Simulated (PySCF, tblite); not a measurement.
# C8H15B: geometry, infrared bands, NMR shifts and electronic excitations

Aim: predict the infrared bands, NMR shifts and electronic excitations of C8H15B (`C=CC[C@@H]1CBCCC1`).

The runs use tblite 0.8.0 and PySCF 2.14.0, with density-fitted response routines of our own; the level of theory stands in each step. All values are computed, except where a source is named. Atoms are numbered from 0 throughout.

## 1. Starting geometry

24 atoms, charge 0, multiplicity 1; geometry from: force field or distance geometry start.

Bonds of the start (Å): C0–C1 1.33, C1–C2 1.49, C2–C3 1.49, C3–C4 1.53, C4–B5 1.58, B5–C6 1.58, C6–C7 1.48, C7–C8 1.49, C8–C3 1.50, C0–H9 1.08, C0–H10 1.09, C1–H11 1.10, C2–H12 1.11, C2–H13 1.12, C3–H14 1.11, C4–H15 1.12, C4–H16 1.11, B5–H17 1.18, C6–H18 1.11, C6–H19 1.13, C7–H20 1.12, C7–H21 1.13, C8–H22 1.11, C8–H23 1.13.

## 2. Geometry optimisation with GFN2-xTB

The job: settings as JSON, then the geometry in Å.

```
{"job": {"kind": "relax", "xc": "GFN2-xTB", "basis": "xTB"}, "charge": 0, "multiplicity": 1}
C     -3.435100    -0.276900    -0.849400
C     -2.578900    -0.524700     0.139900
C     -1.552400     0.465200     0.586100
C     -0.142200     0.006800     0.440300
C      0.734000     1.152600     0.946600
B      2.266100     0.833600     0.709500
C      2.645700    -0.475500    -0.098300
C      1.641200    -0.866600    -1.114700
C      0.282300    -0.272100    -0.967900
H     -3.431100     0.676200    -1.363000
H     -4.185500    -1.005500    -1.165500
H     -2.627600    -1.503300     0.648800
H     -1.727600     1.464600     0.146500
H     -1.743500     0.617300     1.680800
H      0.030800    -0.864800     1.100300
H      0.439500     2.063700     0.365800
H      0.559600     1.304800     2.027600
H      3.010400     1.744500     0.611300
H      3.635800    -0.330700    -0.567900
H      2.767400    -1.339300     0.617800
H      2.008000    -0.586200    -2.139400
H      1.554000    -1.989900    -1.111400
H     -0.442500    -0.973600    -1.432700
H      0.280000     0.699300    -1.536500
```

On the command line:

```console
OMP_NUM_THREADS=1 python probes_run.py task.json out
```

This one command runs all jobs of the session in turn.

**Question.** This job is followed by: GFN2-xTB harmonic vibrations, gas phase; PBE0-D3(BJ)/def2-SVP geometry optimisation, gas phase; GIAO PBE0/pcSseg-1 NMR shielding, non-relativistic, gas phase; TDDFT CAM-B3LYP/def2-SVPD, vertical, gas phase, core orbitals frozen in the response; GIAO mPW1PW91/pcSseg-1 NMR shielding, non-relativistic, gas phase. What will the session give for the following? strongest single infrared mode (GFN2-xTB); zero-point energy (GFN2-xTB); point group; rotational constants (main isotopes); ¹³C shifts against TMS (PBE0/pcSseg-1); ¹H shifts against TMS (PBE0/pcSseg-1); ¹¹B shifts against BF3·OEt2 (PBE0/pcSseg-1); surface potential, 1st and 99th percentile; lowest singlet (CAM-B3LYP/def2-SVPD); brightest single state of those computed; lowest triplet; vertical ionisation energy (ΔSCF); range of the shift of B5.

The runs gave:

| quantity | value |
| --- | --- |
| strongest single infrared mode (GFN2-xTB) | 2619 cm⁻¹, 182 km/mol |
| zero-point energy (GFN2-xTB) | 131.9 kcal/mol |
| point group | C1 |
| rotational constants (main isotopes) | 3.44, 0.90, 0.76 GHz |
| ¹³C shifts against TMS (PBE0/pcSseg-1) | 148.4, 124.0, 49.1, 38.7, 36.2, 33.9, 31.0, 25.6 ppm |
| ¹H shifts against TMS (PBE0/pcSseg-1) | 7.62, 5.94, 5.35, 5.33, 2.30, 2.09, 2.08, 1.91, 1.80, 1.55, 1.32, 1.25, 0.70, 0.56 ppm and more |
| ¹¹B shifts against BF3·OEt2 (PBE0/pcSseg-1) | 87.3 ppm |
| surface potential, 1st and 99th percentile | -0.63 V and 0.85 V |
| lowest singlet (CAM-B3LYP/def2-SVPD) | 5.81 eV (214 nm), f = 0.002 |
| brightest single state of those computed | state 5, 7.32 eV, f = 0.247 |
| lowest triplet | 4.35 eV |
| vertical ionisation energy (ΔSCF) | 9.39 eV |
| range of the shift of B5 | 86.7 to 87.3 ppm |

Relaxing lowered the energy by 0.741 eV in 162 steps; the close pair that moved most is C6–C7, from 1.482 to 1.533 Å (GFN2-xTB). No mode is imaginary among the 66: a minimum at this level. The strongest single mode, at 2619 cm⁻¹, moves mainly H17. GFN2-xTB is a fitted tight-binding method: band positions and strengths are rough. Its intensities can rank the bands wrongly. The optimisation took 8 steps and gained 0.234 eV; among the close pairs (by a distance rule), C2–C3 changed most, from 1.585 to 1.534 Å (PBE0/def2-SVP). C1 (alkene CH) lies farthest downfield among carbon, at 148.4 ppm; as expected for a trigonal carbon in a double bond. At PBE0/pcSseg-1: The widest tensor belongs to C1: span 239 ppm, with a paramagnetic part of -220 ppm. At PBE0/pcSseg-1, counted by nearest atom on the grid, the HOMO lies on C0 35 %; C1 28 %, the LUMO on B5 53 %; H17 14 %. The lowest singlet, at 5.81 eV, is HOMO−1→LUMO 0.62, HOMO−2→LUMO 0.15 and is weak; of the 10 states computed, the strongest absorption comes from states 4 to 5 together at 7.32 eV. The lowest triplet lies 1.46 eV below the lowest singlet (triplets in Tamm-Dancoff, singlets in full TDDFT). ΔSCF puts the ionisation energy at 9.39 eV, 0.75 eV above −ε(HOMO). In ppm, B5 moves most: its shift spreads over 0.6 ppm, from 86.7 (mPW1PW91/pcSseg-1) to 87.3 (PBE0/pcSseg-1).
